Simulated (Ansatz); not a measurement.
Something may be wrong with this Ansatz 0.2.0 calculation of GaF.

input.yaml

```yaml
crystal:
  lattice:
    - [3.16592, 0.0, 0.0]
    - [0.0, 3.16592, 0.0]
    - [0.0, 0.0, 3.16592]
  atoms:
    - { symbol: Ga, position: [0.0, 0.0, 0.0] }
    - { symbol: F, position: [0.5, 0.5, 0.5] }
hamiltonian:
  xc: pbe
  pseudopotentials: { kind: paw }
  hubbard: { sites: [{ species: Ga, l: f, u_eff: 4.0 }] }
kpoints:
  mp_grid: { grid: [8, 8, 8] }
scf:
  occupations: { method: fermi_dirac, width: 0.05 }
  max_iter: 75
output:
  forces: true
  stress: true
  eigenvalues: true
relax:
  f_tol: 0.01
  max_steps: 40
  cell: { stress_tol: 0.05 }
```

Potentials or basis: Ansatz PAW.

Launch:

```console
$ ansatz run input.yaml --threads 2 --pin off --max-ram 5632MiB --backend cpu --events-out ev --progress --plain --runs-dir out
```

Output:

```text
Error: inconsistent input (hamiltonian.hubbard.sites[].l, hamiltonian.hubbard.sites[].shell): the file of Ga doesn't list 4f, and it can't be added: PBE doesn't bind the shell 4f of the free atom, whose level lies at +1.02 eV. Type an atom or ion with it (hamiltonian.pseudopotentials.projection_atoms), take another file or name another shell
```

Task: What happened, and what is wrong with the input?

Result: The input was rejected before any iteration. The input holds a flaw that was put in on purpose: a U on a shell that isn't there (hamiltonian.hubbard = {"sites": [{"species": "Ga", "l": "f", "u_eff": 4.0}]}).

A sound run on the same cell differs in these lines of the main input:
```diff
@@ -12 +11,0 @@
-  hubbard: { sites: [{ species: Ga, l: f, u_eff: 4.0 }] }
@@ -17 +15,0 @@
-  max_iter: 75
```
